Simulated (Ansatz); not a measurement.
# GaH3O: the cost of one run

All numbers below are computed with Ansatz 0.2.0 (RKS B3LYP-D4/def2-SVP).

## 1. The system as given

Bond lengths: Ga1–H2 1.570 Å, Ga1–H3 1.570 Å, Ga1–O4 1.790 Å, O4–H5 1.010 Å. Angles: H2–Ga1–H3 120.0°, H2–Ga1–O4 120.0°, H3–Ga1–O4 120.0°, Ga1–O4–H5 109.5°.

Coordinates:

```xyz
5

Ga    0.0000    0.0000    0.0000
H     0.0000    0.0000    1.5700
H     1.3596    0.0000   -0.7850
O    -1.5501    0.0000   -0.8950
H    -2.0598   -0.8467   -0.6865
```

## 2. Preparing the start

Contents of input.yaml:

```yaml
crystal:
  periodic: [false, false, false]
  atoms:
    - { symbol: Ga, position_ang: [0.0, 0.0, 0.0] }
    - { symbol: H, position_ang: [0.0, 0.0, 1.57] }
    - { symbol: H, position_ang: [1.3596, 0.0, -0.785] }
    - { symbol: O, position_ang: [-1.5501, 0.0, -0.895] }
    - { symbol: H, position_ang: [-2.0598, -0.8467, -0.6865] }
basis:
  gaussian: { orbitals: def2-SVP }
hamiltonian:
  xc: b3lyp
  dispersion: d4
relax:
  f_tol: 0.02
  max_steps: 40
```

Run with:

```
ansatz run input.yaml --threads 1 --pin off --max-ram 2048MiB --backend cpu --events-out ev --progress --plain --runs-dir out
```

**Question.** How long does this run take on 1 thread of Arm Neoverse V2, shared host, and how much memory does it need?

About 8.8 s, with a peak of 0.11 GiB.
